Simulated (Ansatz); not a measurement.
# F2H4OSi (built from SMILES O[SiH](F)F.[H][H]): search for a transition state, part 2 of 2

Ansatz 0.2.0, Gaussian basis; PBE0-D4.

## (7) Relaxing after a step of 0.30 Å one way along the mode

Contents of downa/in.yaml:

```yaml
crystal:
  periodic: [false, false, false]
  atoms:
    - {symbol: Si, position_ang: [-0.470332, 0.441955, -0.151091]}
    - {symbol: O, position_ang: [0.938017, -0.612810, 0.635170]}
    - {symbol: F, position_ang: [-0.456048, 0.399061, -1.762338]}
    - {symbol: F, position_ang: [-1.716069, 0.982159, 0.679047]}
    - {symbol: H, position_ang: [0.420785, 1.669331, 0.012483]}
    - {symbol: H, position_ang: [0.419307, -1.248007, 0.360404]}
    - {symbol: H, position_ang: [-0.992087, -1.001197, -0.059225]}
    - {symbol: H, position_ang: [1.856428, -0.630492, 0.285550]}
basis:
  gaussian: {orbitals: def2-TZVP}
hamiltonian: {xc: pbe0, dispersion: d4}
relax: {f_tol: 0.005, max_steps: 200}
```

Started as:

```
ansatz run in.yaml --threads 4 --pin off --events-out ev --progress --plain --max-ram 9574MiB
```

The program printed:

```text
Functional definition: PBE0
  name "PBE0"
  cite "Adamo & Barone, J. Chem. Phys. 110, 6158 (1999) doi:10.1063/1.478522"
  cite "Perdew, Burke & Ernzerhof, Phys. Rev. Lett. 77, 3865 (1996) doi:10.1103/PhysRevLett.77.3865"
  parent pbe
  parameter a = 0.25
  parameter kappa = 0.804
  parameter beta = 0.06672455060314922
  exchange = (1 - a)*pbe_x(kappa = kappa, mu = beta*pi^2/3) + a*exact_x
  correlation = pbe_c(beta = beta)
907 factors; their error is unknown
mean field evaluation 1: about -15413.1284 eV, gradient 6.1e1 eV
mean field evaluation 2: about -15407.4423 eV, gradient 8.8e1 eV
mean field evaluation 4: about -15418.3051 eV, gradient 2.2e0 eV
mean field evaluation 8: about -15418.3707 eV, gradient 2.9e-2 eV
mean field -15418.37069322 eV, -566.6146720288 hartree, gradient 2.2e-5 eV, S^2 0.000000; 0 other end points of the search recorded, 0 dependent functions left out
the calculation of the forces begins
reference -15418.37071714 eV, -566.6146729080 hartree; 22, 22 occupied and 132, 132 virtual orbitals, 907 factors
relax step   1: F+E_penalty+E_count = -15418.46230467 eV  Δ(F+E_penalty+E_count) = +0.000e0 eV  max|allowed force component| = 6.662e0 eV/Å  Δτ_max = 0.0000 Å  (25 SCF iters, accepted)
these checks for a lower state are left out or cut short: starts, cluster_reference, orbital_swaps, neighbouring_geometries, increment
907 factors; their error is unknown
mean field evaluation 16: about -15418.5513 eV, gradient 1.3e1 eV
mean field -15418.96361545 eV, -566.6364615188 hartree, gradient 1.4e-5 eV, S^2 0.000000; 0 other end points of the search recorded, 0 dependent functions left out
the calculation of the forces begins
reference -15418.96363957 eV, -566.6364624053 hartree; 22, 22 occupied and 132, 132 virtual orbitals, 907 factors
relax step   2: F+E_penalty+E_count = -15419.05429315 eV  Δ(F+E_penalty+E_count) = -5.920e-1 eV  max|allowed force component| = 1.097e0 eV/Å  Δτ_max = 0.1879 Å  (35 SCF iters, accepted)
these checks for a lower state are left out or cut short: starts, cluster_reference, orbital_swaps, neighbouring_geometries, increment
907 factors; their error is unknown
mean field -15419.00897218 eV, -566.6381283478 hartree, gradient 1.3e-5 eV, S^2 0.000000; 0 other end points of the search recorded, 0 dependent functions left out
the calculation of the forces begins
reference -15419.00899721 eV, -566.6381292677 hartree; 22, 22 occupied and 132, 132 virtual orbitals, 907 factors
relax step   3: F+E_penalty+E_count = -15419.09870151 eV  Δ(F+E_penalty+E_count) = -4.441e-2 eV  max|allowed force component| = 3.355e0 eV/Å  Δτ_max = 0.1999 Å  (34 SCF iters, accepted)
these checks for a lower state are left out or cut short: starts, cluster_reference, orbital_swaps, neighbouring_geometries, increment
907 factors; their error is unknown
mean field evaluation 32: about -15419.0666 eV, gradient 8.1e0 eV
mean field -15419.33837576 eV, -566.6502337061 hartree, gradient 1.9e-5 eV, S^2 0.000000; 0 other end points of the search recorded, 0 dependent functions left out
the calculation of the forces begins
reference -15419.33840090 eV, -566.6502346300 hartree; 22, 22 occupied and 132, 132 virtual orbitals, 907 factors
relax step   4: F+E_penalty+E_count = -15419.42663448 eV  Δ(F+E_penalty+E_count) = -3.279e-1 eV  max|allowed force component| = 1.222e0 eV/Å  Δτ_max = 0.1621 Å  (27 SCF iters, accepted)
these checks for a lower state are left out or cut short: starts, cluster_reference, orbital_swaps, neighbouring_geometries, increment
907 factors; their error is unknown
mean field -15419.53255186 eV, -566.6573695462 hartree, gradient 2.3e-5 eV, S^2 0.000000; 0 other end points of the search recorded, 0 dependent functions left out
the calculation of the forces begins
reference -15419.53257740 eV, -566.6573704848 hartree; 22, 22 occupied and 132, 132 virtual orbitals, 907 factors
relax step   5: F+E_penalty+E_count = -15419.61933260 eV  Δ(F+E_penalty+E_count) = -1.927e-1 eV  max|allowed force component| = 1.116e0 eV/Å  Δτ_max = 0.1951 Å  (26 SCF iters, accepted)
these checks for a lower state are left out or cut short: starts, cluster_reference, orbital_swaps, neighbouring_geometries, increment
907 factors; their error is unknown
mean field -15419.72833217 eV, -566.6645643401 hartree, gradient 2.0e-5 eV, S^2 0.000000; 0 other end points of the search recorded, 0 dependent functions left out
the calculation of the forces begins
reference -15419.72835812 eV, -566.6645652937 hartree; 22, 22 occupied and 132, 132 virtual orbitals, 907 factors
relax step   6: F+E_penalty+E_count = -15419.81505361 eV  Δ(F+E_penalty+E_count) = -1.957e-1 eV  max|allowed force component| = 9.466e-1 eV/Å  Δτ_max = 0.1989 Å  (28 SCF iters, accepted)
these checks for a lower state are left out or cut short: starts, cluster_reference, orbital_swaps, neighbouring_geometries, increment
907 factors; their error is unknown
mean field -15419.89279533 eV, -566.6706082495 hartree, gradient 1.7e-5 eV, S^2 0.000000; 0 other end points of the search recorded, 0 dependent functions left out
the calculation of the forces begins
reference -15419.89282160 eV, -566.6706092151 hartree; 22, 22 occupied and 132, 132 virtual orbitals, 907 factors
relax step   7: F+E_penalty+E_count = -15419.97759456 eV  Δ(F+E_penalty+E_count) = -1.625e-1 eV  max|allowed force component| = 5.576e-1 eV/Å  Δτ_max = 0.1986 Å  (28 SCF iters, accepted)
these checks for a lower state are left out or cut short: starts, cluster_reference, orbital_swaps, neighbouring_geometries, increment
907 factors; their error is unknown
mean field evaluation 64: about -15419.9666 eV, gradient 4.1e-3 eV
mean field -15419.96655393 eV, -566.6733188281 hartree, gradient 1.1e-5 eV, S^2 0.000000; 0 other end points of the search recorded, 0 dependent functions left out
the calculation of the forces begins
reference -15419.96658001 eV, -566.6733197865 hartree; 22, 22 occupied and 132, 132 virtual orbitals, 907 factors
relax step   8: F+E_penalty+E_count = -15420.05070770 eV  Δ(F+E_penalty+E_count) = -7.311e-2 eV  max|allowed force component| = 3.335e-1 eV/Å  Δτ_max = 0.1988 Å  (28 SCF iters, accepted)
these checks for a lower state are left out or cut short: starts, cluster_reference, orbital_swaps, neighbouring_geometries, increment
907 factors; their error is unknown
mean field -15419.99798281 eV, -566.6744738182 hartree, gradient 2.3e-5 eV, S^2 0.000000; 0 other end points of the search recorded, 0 dependent functions left out
the calculation of the forces begins
reference -15419.99800833 eV, -566.6744747561 hartree; 22, 22 occupied and 132, 132 virtual orbitals, 907 factors
relax step   9: F+E_penalty+E_count = -15420.08312582 eV  Δ(F+E_penalty+E_count) = -3.242e-2 eV  max|allowed force component| = 4.161e-2 eV/Å  Δτ_max = 0.1625 Å  (27 SCF iters, accepted)
these checks for a lower state are left out or cut short: starts, cluster_reference, orbital_swaps, neighbouring_geometries, increment
907 factors; their error is unknown
mean field -15420.01147508 eV, -566.6749696499 hartree, gradient 1.1e-5 eV, S^2 0.000000; 0 other end points of the search recorded, 0 dependent functions left out
the calculation of the forces begins
reference -15420.01150081 eV, -566.6749705956 hartree; 22, 22 occupied and 132, 132 virtual orbitals, 907 factors
relax step  10: F+E_penalty+E_count = -15420.09820554 eV  Δ(F+E_penalty+E_count) = -1.508e-2 eV  max|allowed force component| = 3.686e-1 eV/Å  Δτ_max = 0.1916 Å  (29 SCF iters, accepted)
these checks for a lower state are left out or cut short: starts, cluster_reference, orbital_swaps, neighbouring_geometries, increment
907 factors; their error is unknown
mean field -15419.97137314 eV, -566.6734959308 hartree, gradient 1.2e-5 eV, S^2 0.000000; 0 other end points of the search recorded, 0 dependent functions left out
the calculation of the forces begins
reference -15419.97139961 eV, -566.6734969036 hartree; 22, 22 occupied and 132, 132 virtual orbitals, 907 factors
relax step  11: F+E_penalty+E_count = -15420.05935991 eV  Δ(F+E_penalty+E_count) = +3.885e-2 eV  max|allowed force component| = 1.612e0 eV/Å  Δτ_max = 0.1848 Å  (35 SCF iters, rejected (line search))
these checks for a lower state are left out or cut short: starts, cluster_reference, orbital_swaps, neighbouring_geometries, increment
907 factors; their error is unknown
mean field -15420.02582749 eV, -566.6754970915 hartree, gradient 1.2e-5 eV, S^2 0.000000; 0 other end points of the search recorded, 0 dependent functions left out
the calculation of the forces begins
reference -15420.02585320 eV, -566.6754980361 hartree; 22, 22 occupied and 132, 132 virtual orbitals, 907 factors
relax step  12: F+E_penalty+E_count = -15420.11388822 eV  Δ(F+E_penalty+E_count) = -1.568e-2 eV  max|allowed force component| = 1.718e-1 eV/Å  Δτ_max = 0.0924 Å  (29 SCF iters, accepted)
these checks for a lower state are left out or cut short: starts, cluster_reference, orbital_swaps, neighbouring_geometries, increment
907 factors; their error is unknown
mean field evaluation 96: about -15419.8316 eV, gradient 7.7e0 eV
mean field -15420.03298508 eV, -566.6757601281 hartree, gradient 1.7e-5 eV, S^2 0.000000; 0 other end points of the search recorded, 0 dependent functions left out
the calculation of the forces begins
reference -15420.03301087 eV, -566.6757610758 hartree; 22, 22 occupied and 132, 132 virtual orbitals, 907 factors
relax step  13: F+E_penalty+E_count = -15420.12179633 eV  Δ(F+E_penalty+E_count) = -7.908e-3 eV  max|allowed force component| = 3.222e-2 eV/Å  Δτ_max = 0.0999 Å  (27 SCF iters, accepted)
these checks for a lower state are left out or cut short: starts, cluster_reference, orbital_swaps, neighbouring_geometries, increment
907 factors; their error is unknown
mean field -15420.02657104 eV, -566.6755244162 hartree, gradient 1.6e-5 eV, S^2 0.000000; 0 other end points of the search recorded, 0 dependent functions left out
the calculation of the forces begins
reference -15420.02659715 eV, -566.6755253759 hartree; 22, 22 occupied and 132, 132 virtual orbitals, 907 factors
relax step  14: F+E_penalty+E_count = -15420.11620047 eV  Δ(F+E_penalty+E_count) = +5.596e-3 eV  max|allowed force component| = 4.483e-1 eV/Å  Δτ_max = 0.1190 Å  (27 SCF iters, rejected (line search))
these checks for a lower state are left out or cut short: starts, cluster_reference, orbital_swaps, neighbouring_geometries, increment
907 factors; their error is unknown
mean field -15420.03345379 eV, -566.6757773528 hartree, gradient 1.3e-5 eV, S^2 0.000000; 0 other end points of the search recorded, 0 dependent functions left out
the calculation of the forces begins
reference -15420.03347965 eV, -566.6757783031 hartree; 22, 22 occupied and 132, 132 virtual orbitals, 907 factors
relax step  15: F+E_penalty+E_count = -15420.12255685 eV  Δ(F+E_penalty+E_count) = -7.605e-4 eV  max|allowed force component| = 3.386e-2 eV/Å  Δτ_max = 0.0352 Å  (29 SCF iters, accepted)
these checks for a lower state are left out or cut short: starts, cluster_reference, orbital_swaps, neighbouring_geometries, increment
907 factors; their error is unknown
mean field -15420.03346345 eV, -566.6757777077 hartree, gradient 1.3e-5 eV, S^2 0.000000; 0 other end points of the search recorded, 0 dependent functions left out
the calculation of the forces begins
reference -15420.03348932 eV, -566.6757786584 hartree; 22, 22 occupied and 132, 132 virtual orbitals, 907 factors
relax step  16: F+E_penalty+E_count = -15420.12260944 eV  Δ(F+E_penalty+E_count) = -5.259e-5 eV  max|allowed force component| = 2.005e-3 eV/Å  Δτ_max = 0.0054 Å  (32 SCF iters, accepted)
907 factors; their error is unknown
mean field evaluation 128: about -15419.9556 eV, gradient 3.1e0 eV
mean field -15420.03346345 eV, -566.6757777077 hartree, gradient 7.1e-5 eV, S^2 0.000000; 1 other end points of the search recorded, 0 dependent functions left out
the calculation of the forces begins
reference -15420.03348932 eV, -566.6757786584 hartree; 22, 22 occupied and 132, 132 virtual orbitals, 907 factors
Total energy: -15420.12263531 eV, -566.6790547132 hartree
Atom 0 at    -0.829898     0.618030    -0.060422 Å, force     0.002005    -0.001324    -0.000079 eV/Å
Atom 1 at     1.273245    -0.943400     0.500519 Å, force    -0.000337     0.000345     0.000565 eV/Å
Atom 2 at    -0.295921     0.257513    -1.519199 Å, force    -0.000489     0.000182     0.000026 eV/Å
Atom 3 at    -2.096784     1.556162    -0.314863 Å, force    -0.000171    -0.000127    -0.000631 eV/Å
Atom 4 at     0.146083     1.451633     0.658540 Å, force    -0.000193     0.000462     0.000795 eV/Å
Atom 5 at     1.123588    -1.792652     0.076006 Å, force     0.000287     0.000609    -0.000479 eV/Å
Atom 6 at    -1.351735    -0.581377     0.613432 Å, force    -0.000599     0.000354     0.000375 eV/Å
Atom 7 at     2.031422    -0.565908     0.045987 Å, force    -0.000502    -0.000502    -0.000572 eV/Å
Dipole moment:     0.519278    -0.397772     0.033679 e Å
```

Run time: 23 s. Hardware: 4 threads of Arm Neoverse V2, shared host.

Relaxation path: (the energy doesn't fall at every step)

```csv
step,energy from step 1 (eV),largest force component (eV/Å)
1,0.0000,6.6615
2,-0.5920,1.0969
3,-0.6364,3.3550
4,-0.9643,1.2218
5,-1.1570,1.1163
6,-1.3527,0.9466
7,-1.5153,0.5576
8,-1.5884,0.3335
9,-1.6208,0.0416
10,-1.6359,0.3686
11,-1.5971,1.6116
12,-1.6516,0.1718
13,-1.6595,0.0322
14,-1.6539,0.4483
15,-1.6603,0.0339
16,-1.6603,0.0020
```

Close pairs (by a distance rule), those that changed most:

```csv
bond,before (Å),after (Å),change (Å)
Si1–O2,1.927,2.679,+0.752
O2–H6,0.865,0.961,+0.096
Si1–H7,1.537,1.471,-0.066
Si1–H5,1.526,1.471,-0.054
O2–H8,0.983,0.961,-0.022
Si1–F3,1.612,1.595,-0.017
Si1–F4,1.591,1.597,+0.005
```

## (8) Relaxing after a step of 0.30 Å the other way along the mode

Contents of downb/in.yaml:

```yaml
crystal:
  periodic: [false, false, false]
  atoms:
    - {symbol: Si, position_ang: [-0.241475, 0.511245, -0.105291]}
    - {symbol: O, position_ang: [0.992626, -0.515100, 0.617958]}
    - {symbol: F, position_ang: [-0.454831, 0.338386, -1.677712]}
    - {symbol: F, position_ang: [-1.617533, 0.864548, 0.652337]}
    - {symbol: H, position_ang: [0.455575, 1.763648, -0.003438]}
    - {symbol: H, position_ang: [-0.160779, -1.276019, 0.209685]}
    - {symbol: H, position_ang: [-0.859986, -1.205320, 0.007985]}
    - {symbol: H, position_ang: [1.886403, -0.481389, 0.298476]}
basis:
  gaussian: {orbitals: def2-TZVP}
hamiltonian: {xc: pbe0, dispersion: d4}
relax: {f_tol: 0.005, max_steps: 200}
```

Started as:

```
ansatz run in.yaml --threads 4 --pin off --events-out ev --progress --plain --max-ram 9574MiB
```

The program printed, cut to the lines that bear on the results:

```text
[... 5 set-up lines as earlier in the session ...]
[...]
907 factors; their error is unknown
[...]
mean field -15418.96351159 eV, -566.6364577020 hartree, gradient 3.8e-5 eV, S^2 0.000000; 0 other end points of the search recorded, 0 dependent functions left out
[...]
reference -15418.96353564 eV, -566.6364585858 hartree; 22, 22 occupied and 132, 132 virtual orbitals, 907 factors
relax step   1: F+E_penalty+E_count = -15419.05821548 eV  Δ(F+E_penalty+E_count) = +0.000e0 eV  max|allowed force component| = 3.171e0 eV/Å  Δτ_max = 0.0000 Å  (26 SCF iters, accepted)
[...]
reference -15420.92172585 eV, -566.7084207490 hartree; 22, 22 occupied and 132, 132 virtual orbitals, 907 factors
Total energy: -15421.01165003 eV, -566.7117254013 hartree
Atom 0 at     0.148550     1.287032    -0.145200 Å, force     0.000148     0.001902    -0.000133 eV/Å
Atom 1 at     0.900743    -0.055129     0.337574 Å, force    -0.000084    -0.001187     0.000378 eV/Å
Atom 2 at    -0.311306     1.175640    -1.657510 Å, force    -0.000351    -0.000362     0.000144 eV/Å
Atom 3 at    -1.180166     1.530277     0.683301 Å, force    -0.000152    -0.000422    -0.000256 eV/Å
Atom 4 at     1.058010     2.420786     0.020404 Å, force     0.000231     0.000400    -0.000128 eV/Å
Atom 5 at    -0.666743    -2.669682     0.574138 Å, force     0.000064    -0.000001    -0.000044 eV/Å
Atom 6 at    -0.406266    -2.783289    -0.117772 Å, force    -0.000107     0.000108    -0.000077 eV/Å
Atom 7 at     0.457180    -0.905636     0.305064 Å, force     0.000250    -0.000438     0.000115 eV/Å
Dipole moment:     0.066870    -0.272937     0.067630 e Å
```

Wall time 97 s (4 threads of Arm Neoverse V2, shared host).

Step by step: (not every step is listed) (the energy doesn't fall at every step)

```csv
step,energy from step 1 (eV),largest force component (eV/Å)
1,0.0000,3.1714
2,-0.6450,1.7048
3,-0.9445,2.7960
4,-1.4680,1.2720
5,-1.6937,0.6337
6,-1.8055,0.4270
7,-1.8489,0.2977
8,-1.8615,0.5353
9,-1.8720,0.2922
14,-1.7937,2.2761
19,-1.8909,0.1739
24,-1.8929,0.0184
29,-1.8915,0.3518
34,-1.8951,0.1570
39,-1.9025,0.1803
44,-1.9251,0.1906
49,-1.9437,0.0717
54,-1.9468,0.0066
59,-1.9490,0.1677
64,-1.9529,0.0761
66,-1.9533,0.0149
67,-1.9534,0.0098
68,-1.9534,0.0104
69,-1.9534,0.0251
70,-1.9534,0.0063
71,-1.9534,0.0019
```

Distances of close pairs at the start and the end, largest changes first:

```csv
bond,before (Å),after (Å),change (Å)
Si1–O2,1.761,1.613,-0.148
Si1–H5,1.437,1.463,+0.026
Si1–F4,1.610,1.585,-0.025
H6–H7,0.731,0.748,+0.017
Si1–F3,1.596,1.585,-0.012
O2–H8,0.950,0.960,+0.010
```

## (9) The three structures

```csv
pair,start side (Å),saddle (Å),end side (Å)
Si1–H7,4.108,1.683,1.471
O2–H6,3.058,1.141,0.961
Si1–O2,1.613,1.843,2.679
H6–H7,0.748,1.111,2.808
```

## (10) Summary of results

What follows sums up all 2 parts.

```
                       quantity                                                     value
                 imaginary mode                                                1262i cm⁻¹
    barrier from the start side                                                  2.414 eV
      barrier from the end side                                                  1.525 eV
             energy of the step                                                 +0.889 eV
              pairs that change  Si1–H7 formed, O2–H6 formed, Si1–O2 broken, H6–H7 broken
zero-point energy at the saddle                                                  1.203 eV
```

In words: One imaginary mode, 1262i cm⁻¹, makes this a first-order saddle. It joins the planned start and end. At PBE0-D4/def2-TZVP the electronic barrier is 2.414 eV, about 94 kT at 298 K, and the step runs 0.889 eV uphill. The barrier is thin enough for tunnelling; the leading (Wigner) term alone is a factor of 2.5 at 298 K. A step off the saddle overshot and began above it in energy, so the link to its end is likely but not proven.
